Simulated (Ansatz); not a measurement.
Wanted: the native input for an Ansatz 0.2.0 run.

- Task: relaxation of cell and atoms
- Functional: LDA
- Potentials or basis: Ansatz PAW
- Cutoff: 420 eV (not typed: the program's choice for these potentials)
- k mesh: 11 × 11 × 11
- Occupations: fermi-dirac, width 0.05 eV
- Spin: no spin polarisation

Crystal: NbPd4.

```
Pd Nb
1.0
     1.41760    0.81845   11.49527
    -1.41760    0.81845   11.49527
     0.00000   -1.63690   11.49527
Pd Nb
4 1
Direct
  0.60062 0.60062 0.60062
  0.19992 0.19992 0.19992
  0.80008 0.80008 0.80008
  0.39938 0.39938 0.39938
  0.00000 0.00000 0.00000
```

The cell comes from a database or a generator and needn't be the stable form of this composition.

The input as run:

input.yaml

```yaml
crystal:
  lattice:
    - [1.4176001398, 0.8184518223, 11.4952655238]
    - [-1.4176001398, 0.8184518223, 11.4952655238]
    - [0.0, -1.6369036446, 11.4952655238]
  atoms:
    - { symbol: Pd, position: [0.600621, 0.600621, 0.600621] }
    - { symbol: Pd, position: [0.199916, 0.199916, 0.199916] }
    - { symbol: Pd, position: [0.800084, 0.800084, 0.800084] }
    - { symbol: Pd, position: [0.399379, 0.399379, 0.399379] }
    - { symbol: Nb, position: [0.0, 0.0, 0.0] }
hamiltonian:
  xc: lda
  pseudopotentials: { kind: paw }
kpoints:
  mp_grid: { grid: [11, 11, 11] }
scf:
  occupations: { method: fermi_dirac, width: 0.05 }
output:
  forces: true
  stress: true
  eigenvalues: true
relax:
  f_tol: 0.01
  max_steps: 40
  cell: { stress_tol: 0.05 }
```

Potentials or basis: Ansatz PAW.

Command:

```sh
$ ansatz run input.yaml --threads 2 --pin off --max-ram 5632MiB --backend cpu --events-out ev --progress --plain --runs-dir out
```

Results of the run:

```json
{"Relaxed volume": "14.68 Å³/atom", "Relaxed cell": "a = 11.322 Å, b = 11.322 Å, c = 11.322 Å, α = 13.95°, β = 13.95°, γ = 13.95°", "Space group after relaxing (to 0.05 Å)": "R-3m (No. 166)", "Energy gained by relaxing": "67.7 meV/atom", "Ionic steps": "6", "Pressure after relaxing": "0.0 GPa", "Largest force after relaxing": "0.003 eV/Å", "Band gap on the k mesh": "none (metal or under the smearing width)"}
```

Caveat: the plane-wave basis is chosen anew once the cell has moved, so the energies of steps on either side of that aren't comparable; the PAW data sets come from PBE, with cores solved anew for the run's functional, which leaves a small shift of forces and pressure.

Run time: 78 s on 2 threads of Arm Neoverse V2 (shared host), peak memory 0.66 GiB.
